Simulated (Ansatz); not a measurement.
# AlH8NOSi2: the cost of one run

Method: RKS BHLYP/STO-3G, in Ansatz 0.2.0.

## 1. The starting structure

Bond lengths: O1–Si2 1.685 Å, Si2–N3 1.767 Å, N3–Si4 1.829 Å, Si4–Al5 2.311 Å, O1–H6 0.977 Å, Si2–H7 1.488 Å, Si2–H8 1.436 Å, N3–H9 1.107 Å, Si4–H10 1.506 Å, Si4–H11 1.454 Å, Al5–H12 1.568 Å, Al5–H13 1.569 Å. Angles (14 of 19 angles, heavy atoms first): O1–Si2–N3 107.6°, Si2–N3–Si4 109.9°, N3–Si4–Al5 113.4°, O1–Si2–H7 109.9°, O1–Si2–H8 111.6°, N3–Si2–H7 109.5°, N3–Si2–H8 109.1°, Si2–O1–H6 108.3°, Si2–N3–H9 107.2°, Si4–N3–H9 104.9°, N3–Si4–H10 104.7°, N3–Si4–H11 107.8°, Al5–Si4–H10 111.2°, Al5–Si4–H11 112.2°.

As a file:

```xyz
13

O    -2.1323    1.4374    1.7720
Si   -1.4601    0.6733    0.4289
N    -0.4029   -0.6132    1.0210
Si    0.4560   -1.4103   -0.3828
Al    2.0888   -0.0810   -1.3358
H    -1.4259    1.9359    2.2268
H    -0.6619    1.6489   -0.3620
H    -2.4717    0.1005   -0.4143
H     0.4016   -0.1304    1.6088
H    -0.6362   -1.7258   -1.3709
H     0.9848   -2.6818    0.0835
H     2.0012    0.4064   -2.8231
H     3.2790    0.4055   -0.4372
```

## 2. Relaxing the start

input.yaml

```yaml
crystal:
  periodic: [false, false, false]
  atoms:
    - { symbol: O, position_ang: [-2.1323, 1.4374, 1.772] }
    - { symbol: Si, position_ang: [-1.4601, 0.6733, 0.4289] }
    - { symbol: "N", position_ang: [-0.4029, -0.6132, 1.021] }
    - { symbol: Si, position_ang: [0.456, -1.4103, -0.3828] }
    - { symbol: Al, position_ang: [2.0888, -0.081, -1.3358] }
    - { symbol: H, position_ang: [-1.4259, 1.9359, 2.2268] }
    - { symbol: H, position_ang: [-0.6619, 1.6489, -0.362] }
    - { symbol: H, position_ang: [-2.4717, 0.1005, -0.4143] }
    - { symbol: H, position_ang: [0.4016, -0.1304, 1.6088] }
    - { symbol: H, position_ang: [-0.6362, -1.7258, -1.3709] }
    - { symbol: H, position_ang: [0.9848, -2.6818, 0.0835] }
    - { symbol: H, position_ang: [2.0012, 0.4064, -2.8231] }
    - { symbol: H, position_ang: [3.279, 0.4055, -0.4372] }
basis:
  gaussian: { orbitals: STO-3G }
hamiltonian:
  xc: { name: BHLYP }
relax:
  f_tol: 0.02
  max_steps: 40
scf:
  lower_state_search: "off"
```

Run with:

```console
$ ansatz run input.yaml --threads 1 --pin off --max-ram 2048MiB --backend cpu --events-out ev --progress --plain --runs-dir out
```

**Question.** How long does this run take on 1 thread of Arm Neoverse V1, shared host, and how much memory does it need?

About 92 s, with a peak of 0.14 GiB.
